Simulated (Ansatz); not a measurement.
# Al6N7 zinc blende off sphere (Al₆N₇H₂₀+): structure and electronic state

What does Al6N7 zinc blende off sphere (Al₆N₇H₂₀+) look like as a singlet, and where do its frontier electrons sit?

Program: Ansatz 0.2.0, Gaussian basis. Level of theory: RKS PBE0-D4/def2-TZVP. These are calculated values, not measurements.

Plan: relaxation at PBE-D4/def2-SVP; a single point at PBE0-D4/def2-TZVP.

## (1) The system as given

33 atoms, charge 1, spin multiplicity 1.

Atoms are counted from 1 here; the program's logs count them from 0.

Bond lengths: N1–Al9 1.987 Å, N1–Al10 1.911 Å, N1–H14 1.024 Å, N1–H15 1.024 Å, N2–Al8 1.936 Å, N2–Al11 1.935 Å, N2–H16 1.032 Å, N2–H17 1.024 Å, N3–Al9 1.937 Å, N3–Al12 1.937 Å, N3–H18 1.025 Å, N3–H19 1.033 Å, N4–Al8 1.929 Å, N4–Al9 1.889 Å, N4–Al13 1.885 Å, N4–H20 1.025 Å, N5–Al10 1.930 Å, N5–Al13 1.970 Å and more. Angles: Al9–N1–Al10 121.7°, Al9–N1–H14 103.7°, Al9–N1–H15 104.8°, Al10–N1–H14 111.0°, Al10–N1–H15 110.3°, H14–N1–H15 103.7°, Al8–N2–Al11 128.2°, Al8–N2–H16 102.4°, Al8–N2–H17 108.4°, Al11–N2–H16 102.6°, Al11–N2–H17 108.2°, H16–N2–H17 104.3°, Al9–N3–Al12 124.7°, Al9–N3–H18 113.1°, Al9–N3–H19 98.2°, Al12–N3–H18 113.0°, Al12–N3–H19 98.1°, H18–N3–H19 104.8° and more.

As a file:

```xyz
33
Al6H20N7
N     0.5695   -2.6632    0.4546
N    -2.0527    2.0485   -1.1818
N     0.5846   -0.5795   -1.6621
N    -1.6142   -0.5328    0.3594
N     0.4919   -0.4913    2.5521
N     0.5348    1.6139    0.3651
N     2.6686   -0.5706    0.4535
Al   -2.6926    0.2262   -1.0479
Al   -0.6901   -1.7329   -0.7686
Al    1.7011   -1.6976    1.6541
Al   -0.2345    2.6930   -1.0359
Al    1.7365    0.6938   -0.7659
Al   -0.6705    0.6690    1.4637
H     1.1197   -3.2578   -0.1711
H    -0.0114   -3.3291    0.9726
H    -2.5183    2.5064   -0.3828
H    -2.4801    2.4819   -2.0059
H     1.0315   -1.0242   -2.4697
H    -0.0858    0.0925   -2.0690
H    -2.3032   -1.0318    0.9313
H    -0.1210   -1.0167    3.1818
H     1.0183    0.1263    3.1764
H     1.0332    2.3015    0.9393
H     3.2540   -1.1267   -0.1759
H     3.3428    0.0027    0.9690
H    -2.1936   -0.5286   -2.3731
H    -4.1627    0.2707   -0.5843
H    -1.3792   -2.9192   -1.4165
H     2.5138   -2.5156    2.6292
H     0.5273    2.2063   -2.3602
H    -0.2917    4.1592   -0.5611
H     2.9228    1.3773   -1.4177
H    -1.5486    1.5487    2.3474
```

The ion is computed in the gas phase, without counter-ions or solvent.

The start is a GFN2-xTB geometry.

## (2) Relaxation at PBE-D4/def2-SVP

Input file in.yaml:

```yaml
crystal:
  periodic: [false, false, false]
  atoms:
    - {symbol: N, position_ang: [0.569450, -2.663200, 0.454600]}
    - {symbol: N, position_ang: [-2.052730, 2.048470, -1.181800]}
    - {symbol: N, position_ang: [0.584620, -0.579530, -1.662080]}
    - {symbol: N, position_ang: [-1.614250, -0.532840, 0.359350]}
    - {symbol: N, position_ang: [0.491950, -0.491300, 2.552060]}
    - {symbol: N, position_ang: [0.534780, 1.613890, 0.365090]}
    - {symbol: N, position_ang: [2.668550, -0.570570, 0.453460]}
    - {symbol: Al, position_ang: [-2.692610, 0.226210, -1.047900]}
    - {symbol: Al, position_ang: [-0.690070, -1.732950, -0.768590]}
    - {symbol: Al, position_ang: [1.701090, -1.697580, 1.654050]}
    - {symbol: Al, position_ang: [-0.234520, 2.693010, -1.035870]}
    - {symbol: Al, position_ang: [1.736460, 0.693790, -0.765940]}
    - {symbol: Al, position_ang: [-0.670470, 0.669020, 1.463670]}
    - {symbol: H, position_ang: [1.119740, -3.257810, -0.171080]}
    - {symbol: H, position_ang: [-0.011390, -3.329100, 0.972580]}
    - {symbol: H, position_ang: [-2.518320, 2.506390, -0.382780]}
    - {symbol: H, position_ang: [-2.480110, 2.481890, -2.005860]}
    - {symbol: H, position_ang: [1.031500, -1.024210, -2.469650]}
    - {symbol: H, position_ang: [-0.085810, 0.092470, -2.068980]}
    - {symbol: H, position_ang: [-2.303220, -1.031790, 0.931300]}
    - {symbol: H, position_ang: [-0.120970, -1.016740, 3.181770]}
    - {symbol: H, position_ang: [1.018250, 0.126290, 3.176450]}
    - {symbol: H, position_ang: [1.033210, 2.301500, 0.939300]}
    - {symbol: H, position_ang: [3.253990, -1.126690, -0.175890]}
    - {symbol: H, position_ang: [3.342810, 0.002680, 0.968990]}
    - {symbol: H, position_ang: [-2.193650, -0.528580, -2.373110]}
    - {symbol: H, position_ang: [-4.162750, 0.270660, -0.584340]}
    - {symbol: H, position_ang: [-1.379240, -2.919220, -1.416460]}
    - {symbol: H, position_ang: [2.513800, -2.515580, 2.629190]}
    - {symbol: H, position_ang: [0.527340, 2.206310, -2.360190]}
    - {symbol: H, position_ang: [-0.291690, 4.159150, -0.561070]}
    - {symbol: H, position_ang: [2.922850, 1.377260, -1.417690]}
    - {symbol: H, position_ang: [-1.548600, 1.548680, 2.347430]}
basis:
  gaussian: {orbitals: def2-SVP}
total_charge: 1
hamiltonian: {xc: pbe, dispersion: d4}
scf: {lower_state_search: "off"}
output: {orbitals: {seedname: orbitals}}
relax: {f_tol: 0.03, max_steps: 70}
```

Run with:

```console
> ansatz run in.yaml --threads 2 --pin off --events-out ev --progress --plain --max-ram 22528MiB --backend cuda --devices 0, --max-vram 18GiB
```

Further steps of the session: Single point, PBE0-D4/def2-TZVP.

Before running them: what should the planned runs give, taken together? Wanted: point group; commonest bond, hydrogen aside; HOMO, LUMO at PBE0-D4/def2-TZVP.

**Answer**, as computed:

| quantity | value |
| --- | --- |
| point group | Cs |
| commonest bond, hydrogen aside | Al–N, 16 of mean length 1.955 Å |
| HOMO, LUMO at PBE0-D4/def2-TZVP | -10.79, -3.88 eV |

The molecule keeps its bonding pattern by the stored test; the atoms moved 0.22 Å (rms). No usable vibrations, so a minimum isn't proven. The HOMO lies nearest to H27, H31 about 26 % each; H26, H30 about 14 % each and the LUMO to 4 H atoms about 10 % each; H18, H21, H22 about 8 % each. Whether this spin is the lowest isn't tested here. The point group is read from a loosely relaxed geometry; soft torsions can leave it below the true symmetry.
